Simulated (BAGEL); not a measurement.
**HF/def2-SVPD (density fitting with qzvpp-jkfit) run of AlH2O2F (SMILES [OH][Al]([OH])[F])**

Aim: the vertical ionisation energy of AlH2O2F at HF/def2-SVPD (density fitting with qzvpp-jkfit), from 2 runs. 

The calculation is run with BAGEL 1.2.2.

## Step 1: The system as given

The species is AlH2O2F (6 atoms), meant as a singlet with charge 0. As SMILES, `[OH][Al]([OH])[F]`. The shape is that of a PBE0-D4/def2-TZVP optimisation. This is one conformer, not always the lowest.

Bond lengths: O1–Al2 1.680 Å, Al2–O3 1.680 Å, Al2–F4 1.647 Å, O1–H5 0.955 Å, O3–H6 0.955 Å. Angles: O1–Al2–O3 118.5°, O1–Al2–F4 120.7°, O3–Al2–F4 120.7°, Al2–O1–H5 122.9°, Al2–O3–H6 122.9°.

## Step 2: The energy at HF/def2-SVPD (density fitting with qzvpp-jkfit)

Contents of calc.json:

```json
{ "bagel" : [

{
  "title" : "molecule",
  "basis" : "def2-svpd.json",
  "df_basis" : "qzvpp-jkfit",
  "angstrom" : true,
  "geometry" : [
    { "atom" : "O", "xyz" : [   -0.572600,    1.327600,   -0.678800 ] },
    { "atom" : "Al", "xyz" : [   -0.045500,   -0.145500,   -0.067500 ] },
    { "atom" : "O", "xyz" : [    1.058000,   -0.139600,    1.199000 ] },
    { "atom" : "F", "xyz" : [   -0.598500,   -1.564400,   -0.695900 ] },
    { "atom" : "H", "xyz" : [   -1.198300,    1.397500,   -1.397100 ] },
    { "atom" : "H", "xyz" : [    1.399100,   -0.939600,    1.594000 ] }
  ]
},
{ "title" : "hf" },
{ "title" : "print", "file" : "orbitals.molden", "orbitals" : true }

]}
```

The basis set def2-SVPD is read from a file made from the Basis Set Exchange's data (not shown).

Started as:

```
BAGEL_NUM_THREADS=1 BAGEL calc.json > calc.out
```

What it wrote:

```text
* using 1 threads per process

  ===============================================================
  ===============================================================

  *** Geometry ***

  { "atom" : "O", "xyz" : [     -1.082057,      2.508800,     -1.282746 ] },
  { "atom" : "Al", "xyz" : [     -0.085983,     -0.274955,     -0.127557 ] },
  { "atom" : "O", "xyz" : [      1.999330,     -0.263806,      2.265782 ] },
  { "atom" : "F", "xyz" : [     -1.131001,     -2.956288,     -1.315060 ] },
  { "atom" : "H", "xyz" : [     -2.264459,      2.640892,     -2.640136 ] },
  { "atom" : "H", "xyz" : [      2.643916,     -1.775587,      3.012223 ] },

  Number of auxiliary basis functions:      395

  Since a DF basis is specified, we compute 2- and 3-index integrals:
    o Being stored without compression. Storage requirement is 0.038 GB

  Number of basis functions:      109
  Number of electrons      :       40

    * METHOD: MOLECULE                             0.14

  *** RHF ***

  === Nuclear Repulsion ===
   161.3601372237

      * DIIS with orbital gradients will be used.

  === RHF iteration (def2-svpd.json) ===
      0       -491.67759892          0.02925631           0.05
      1       -491.95010792          0.02285873           0.05
      2       -492.18935469          0.00127290           0.05
      3       -492.19047181          0.00027478           0.05
      4       -492.19052351          0.00013477           0.05
      5       -492.19053599          0.00002667           0.05
      6       -492.19053689          0.00000505           0.05
      7       -492.19053692          0.00000145           0.05
      8       -492.19053692          0.00000037           0.05
      9       -492.19053692          0.00000015           0.05
     10       -492.19053692          0.00000005           0.05
     11       -492.19053692          0.00000002           0.05
     12       -492.19053692          0.00000001           0.05
    * SCF iteration converged.

    * Permanent dipole moment:
           (    0.124946,     0.320467,     0.142119) a.u.

    * METHOD: HF                                   0.74

    * METHOD: PRINT                                0.02

  ===============================================================
```

It took 1.1 s on 1 thread of Arm Neoverse V2, shared host; peak memory 0.12 GiB.

## Step 3: The doublet cation, same level

Contents of job.json:

```json
{ "bagel": [

{
  "title": "molecule",
  "basis": "def2-svpd.json",
  "df_basis": "qzvpp-jkfit",
  "angstrom": "true",
  "geometry": [
    { "atom": "O", "xyz": [   -0.572600,    1.327600,   -0.678800 ] },
    { "atom": "Al", "xyz": [   -0.045500,   -0.145500,   -0.067500 ] },
    { "atom": "O", "xyz": [    1.058000,   -0.139600,    1.199000 ] },
    { "atom": "F", "xyz": [   -0.598500,   -1.564400,   -0.695900 ] },
    { "atom": "H", "xyz": [   -1.198300,    1.397500,   -1.397100 ] },
    { "atom": "H", "xyz": [    1.399100,   -0.939600,    1.594000 ] }
  ]
},
{ "title": "uhf", "charge": 1, "nopen": 1 },
{ "title": "print", "file": "orbitals.molden", "orbitals": "true" }

]}
```

The basis set def2-SVPD is read from a file made from the Basis Set Exchange's data (not shown).

Started as:

```
BAGEL_NUM_THREADS=1 BAGEL job.json > job.out
```

What it wrote:

```text
* using 1 threads per process

  ===============================================================
  ===============================================================

  *** Geometry ***

  { "atom" : "O", "xyz" : [     -1.082057,      2.508800,     -1.282746 ] },
  { "atom" : "Al", "xyz" : [     -0.085983,     -0.274955,     -0.127557 ] },
  { "atom" : "O", "xyz" : [      1.999330,     -0.263806,      2.265782 ] },
  { "atom" : "F", "xyz" : [     -1.131001,     -2.956288,     -1.315060 ] },
  { "atom" : "H", "xyz" : [     -2.264459,      2.640892,     -2.640136 ] },
  { "atom" : "H", "xyz" : [      2.643916,     -1.775587,      3.012223 ] },

  Number of auxiliary basis functions:      395

  Since a DF basis is specified, we compute 2- and 3-index integrals:
    o Being stored without compression. Storage requirement is 0.038 GB

  Number of basis functions:      109
  Number of electrons      :       40

    * METHOD: MOLECULE                             0.14

  *** Open-shell HF ***

  === Nuclear Repulsion ===
   161.3601372237

      * DIIS with orbital gradients will be used.

  === UHF iteration (def2-svpd.json) ===
      0       -491.39605471          0.04385236           0.10
      1       -491.61481724          0.03224175           0.10
      2       -491.69872056          0.01857306           0.10
      3       -491.75149399          0.00124532           0.10
      4       -491.75266067          0.00059222           0.10
      5       -491.75297888          0.00020671           0.10
      6       -491.75313832          0.00006776           0.10
      7       -491.75315625          0.00004994           0.10
      8       -491.75316189          0.00007548           0.10
      9       -491.75315650          0.00006568           0.10
     10       -491.75315332          0.00000862           0.10
     11       -491.75315418          0.00000377           0.10
     12       -491.75315434          0.00000175           0.10
     13       -491.75315441          0.00000058           0.10
     14       -491.75315442          0.00000033           0.10
     15       -491.75315442          0.00000024           0.10
     16       -491.75315442          0.00000027           0.10
     17       -491.75315442          0.00000028           0.10
     18       -491.75315442          0.00000025           0.10
     19       -491.75315442          0.00000008           0.10
     20       -491.75315442          0.00000004           0.10
     21       -491.75315442          0.00000001           0.10
     22       -491.75315442          0.00000001           0.10
    * SCF iteration converged.

    * S^2 (UHF) is 0.8606

    * Permanent dipole moment:
           (   -0.287121,    -0.737591,    -0.326211) a.u.

    * METHOD: UHF                                  2.45

    * METHOD: PRINT                                0.02

  ===============================================================
```

It took 2.8 s on 1 thread of Arm Neoverse V2, shared host; peak memory 0.12 GiB.

## Step 4: Results

At HF/def2-SVPD (density fitting with qzvpp-jkfit):

```
                                          quantity          value
                     singlet AlH2O2F: total energy  -492.19054 Eh
                    singlet AlH2O2F: dipole moment         0.95 D
                      singlet AlH2O2F: HOMO energy      -13.87 eV
                      singlet AlH2O2F: LUMO energy        0.95 eV
                    singlet AlH2O2F: HOMO–LUMO gap       14.82 eV
                      doublet cation: total energy  -491.75315 Eh
                              doublet cation: ⟨S²⟩          0.861
vertical ionisation energy (to the doublet cation)      11.902 eV
```

Removing an electron at fixed nuclei costs 11.90 eV (274 kcal/mol). The negative HOMO energy of the first species, 13.87 eV, lies 1.97 eV above that difference. ⟨S²⟩ (doublet cation) is 0.86 where a pure doublet has 0.75: the reference is spin-contaminated.
